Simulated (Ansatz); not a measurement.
Working through a check of PAW against all-electron LAPW of Cu, space group P6_3/mmc

Program: Ansatz 0.2.0, Python API.

The cells in order, each with its output:

**Cell 1**
```python
import ansatz as az
import numpy as np
from pymatgen.core import Lattice, Structure
from pymatgen.io.ase import AseAtomsAdaptor
```

**Cell 2**
```python
def count_gap(report):
    # lowest empty less highest filled band, counting bands; zero where they overlap
    return max(report.get("gap_by_band_count_ev") or 0.0, 0.0)
```

**Cell 3**
```python
pmg_structure = Structure(
    Lattice([[2.534097, 0.0, 0.0], [-1.267048, 2.194592, 0.0], [0.0, 0.0, 4.112571]]),
    ["Cu", "Cu"],
    [
        [1 / 3, 2 / 3, 0.25],
        [2 / 3, 1 / 3, 0.75],
    ],
)
crystal = az.Crystal.from_ase(AseAtomsAdaptor.get_atoms(pmg_structure))
```

**Cell 4**
```python
crystal.resolved().tree()["lattice"]
```
Output:
```text
((2.534097, 0.0, 0.0), (-1.267048, 2.194592, 0.0), (0.0, 0.0, 4.112571))
```

**Cell 5**
```python
calc = (
    crystal.calculation()
    .functional(az.Functional.PBESOL)
    .kpoints(13, 13, 7)  # the mesh must be finer for metals
    .occupations(az.OccupationsMethod.FERMI_DIRAC, width=0.01)
    .mixing("anderson", ndim=8, beta=0.4)
    .scf(tolerance=1e-07, max_iterations=150)
    .stress()
    .forces()
    .band_table()  # levels at the mesh points
)
variants = {
    "PAW": calc.pseudopotentials("paw"),
    "LAPW": calc.pseudopotentials("all_electron", lapw=True),
}
# totals differ by the cores that each treatment holds, so compare what does not depend on them
rows = []
for label, variant in variants.items():
    report = variant.run(threads=1, backend="cpu").report
    levels = np.array(report["eigenvalues_ev"][0]) - report["fermi_energy_ev"]
    print(label, "levels at the first k-point near E_F:", np.round(levels[np.abs(levels) < 5], 3))
    rows.append((label, report["n_electrons"], np.trace(report["stress_gpa"]) / 3, count_gap(report)))
lines = [",".join(["treatment", "electrons in bands", "P GPa", "gap by band count eV"])] + [",".join(f"{v:.4f}" if isinstance(v, float) else str(v) for v in row) for row in rows]
print("\n".join(lines))
with open("paw_lapw.csv", "w") as handle:
    handle.write("\n".join(lines) + "\n")
```
Output:
```text
DeckWarning: basis.ecutwfc = 420 eV, auto-derived from the records' recommended cutoffs: set by Cu (normal level)
DeckWarning: output.stress: scf.convergence.dr2_threshold = 1e-7 eV (the SCF's general default) is looser than the 2e-10 eV advised for a printed stress (1e-10 eV for each atom of the cell: 2). What [...]
PAW levels at the first k-point near E_F: [-3.149 -3.11  -3.11  -2.882 -2.882 -2.594 -2.594 -1.78  -1.78  -1.178
  3.925]
LAPW levels at the first k-point near E_F: [-3.147 -3.108 -3.108 -2.88  -2.88  -2.593 -2.593 -1.779 -1.779 -1.177
  3.923]
treatment,electrons in bands,P GPa,gap by band count eV
PAW,38.0000,-1.7701,0.0000
LAPW,38.0000,-1.7777,0.0000
```

PAW gives -1.770 GPa and LAPW -1.778 GPa, 0.008 GPa apart. They took 2.2 and 21.6 s of processor time.

Reading the output:
- These settings explore the input space; cutoff and mesh may be short of convergence.
- The run is spin-unpolarised.
- The mesh is modest for a metal, so energies can be off by several to tens of meV an atom and pressures by half a GPa or more; differences at equal mesh fare better.
- A gap by band count of zero or less means overlapping bands, a metal.
- This isn't the structure that Cu takes at ambient conditions.
- Gaps and levels are Kohn-Sham values on a finite set of k-points.
- Warnings are shown shortened and without file and line.
- Pressure is positive in compression; the treatments may keep other shells as core, so totals and counts of electrons can differ.
- Finished in 25 s on 1 thread of Arm Neoverse V2 (shared host), peak memory 0.63 GiB.

(A comment or docstring line of the script was reworded after the run, the code is as it ran; lines on the test bed's own set-up are left out of the output.)
